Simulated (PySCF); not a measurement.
# Cl2PtS (triplet) with other numerical set-ups

The method stays; parts of the set-up, such as the basis or the Hamiltonian, are changed.

The runs use PySCF 2.14.0; each script names its method and basis.

3 further runs of the same task are left out: 1 for a known fault of the program, 2 that didn't finish.

## Step 1: Starting geometry

Cl2PtS (triplet): 4 atoms, charge 0, spin multiplicity 3.

Bond lengths: Pt1–S2 2.120 Å, Pt1–Cl3 2.276 Å, Pt1–Cl4 2.276 Å. Angles: S2–Pt1–Cl3 105.3°, S2–Pt1–Cl4 105.3°, Cl3–Pt1–Cl4 149.3°.

Coordinates:

```tsv
atom	x (Å)	y (Å)	z (Å)
Pt1	0.0425	0.0736	-0.0010
S2	-1.0174	-1.7622	0.0229
Cl3	2.2440	-0.5021	-0.0077
Cl4	-1.5569	1.6923	-0.0077
```

## Step 2: The base run

Input file input.py:

```python
from pyscf import gto, scf, mp

mol = gto.M(
    atom='Pt 0.0425 0.0736 -0.001; S -1.0174 -1.7622 0.0229; Cl 2.244 -0.5021 -0.0077; Cl -1.5569 1.6923 -0.0077',
    basis='crenbl',
    ecp={'Pt': 'crenbl', 'S': 'crenbl', 'Cl': 'crenbl'},
    charge=0,
    spin=2,
    symmetry=True,
    verbose=3,
)
mf = scf.UHF(mol)
mf.level_shift = 0.3
mf = mf.newton()
mf.kernel()
mp.MP2(mf).kernel()
mf.dip_moment()
print('orbital energies (hartree):', [e[max(0, n-3):n+3].round(4) for e, n in zip(mf.mo_energy, mol.nelec)])
```

The run is started by

```
$ OMP_NUM_THREADS=1 python input.py
```

Its log is not repeated here.

Base result: E(SCF) = -158.172513 Eh, E(MP2) − E(SCF) = -0.39563 Eh, ⟨S²⟩ = 2.023, μ = 3.93 D (of the SCF density).

No search for the lowest state was made; open d or f shells can end in a higher solution. The triplet is typed in the script; nothing here shows that it is the ground state.

## Step 3: Sbkjc

Run 1 changes basis set: crenbl → sbkjc. The core potential changes with it: totals don't compare.

Input file input.py:

```python
from pyscf import gto, scf, mp

mol = gto.M(
    atom='Pt 0.0425 0.0736 -0.001; S -1.0174 -1.7622 0.0229; Cl 2.244 -0.5021 -0.0077; Cl -1.5569 1.6923 -0.0077',
    basis='sbkjc',
    ecp={'Pt': 'sbkjc', 'S': 'sbkjc', 'Cl': 'sbkjc'},
    charge=0,
    spin=2,
    symmetry=True,
    verbose=3,
)
mf = scf.UHF(mol)
mf.level_shift = 0.3
mf = mf.newton()
mf.kernel()
mp.MP2(mf).kernel()
mf.dip_moment()
print('orbital energies (hartree):', [e[max(0, n-3):n+3].round(4) for e, n in zip(mf.mo_energy, mol.nelec)])
```

The run is started by

```
$ OMP_NUM_THREADS=1 python input.py
```

## Step 4: Cartesian functions on

Run 2 changes Cartesian functions: off → on.

Edit input.py of step 2 so:

```diff
@@ -9,2 +9,3 @@
     symmetry=True,
+    cart=True,
     verbose=3,
```

## Step 5: Def2-svpd

Run 3 changes basis set: crenbl → def2-svpd. The core potential changes with it: totals don't compare.

Edit input.py of step 2 so:

```diff
@@ -4,4 +4,4 @@
     atom='Pt 0.0425 0.0736 -0.001; S -1.0174 -1.7622 0.0229; Cl 2.244 -0.5021 -0.0077; Cl -1.5569 1.6923 -0.0077',
-    basis='crenbl',
-    ecp={'Pt': 'crenbl', 'S': 'crenbl', 'Cl': 'crenbl'},
+    basis='def2-svpd',
+    ecp={'Pt': 'def2-svpd'},
     charge=0,
```

**Question.** What will these runs give? Wanted: for each run, E(SCF); from base; SCF dipole; after the SCF.

The runs gave:

```tsv
run	E(SCF) (hartree)	from base (eV)	SCF dipole (D)	functions	after the SCF
base	-158.172513	0	3.93	88	MP2 correlation -10.766 eV
sbkjc	-158.146342	not comparable	4.05	55	MP2 correlation -7.754 eV
Cartesian functions on	-158.174874	-0.0642	3.92	n/a	MP2 correlation -10.885 eV
def2-svpd	-1434.562724	not comparable	3.93	116	MP2 correlation -22.298 eV
```

In words: The dearest run is “def2-svpd”, at 40 s against 9.7 s.
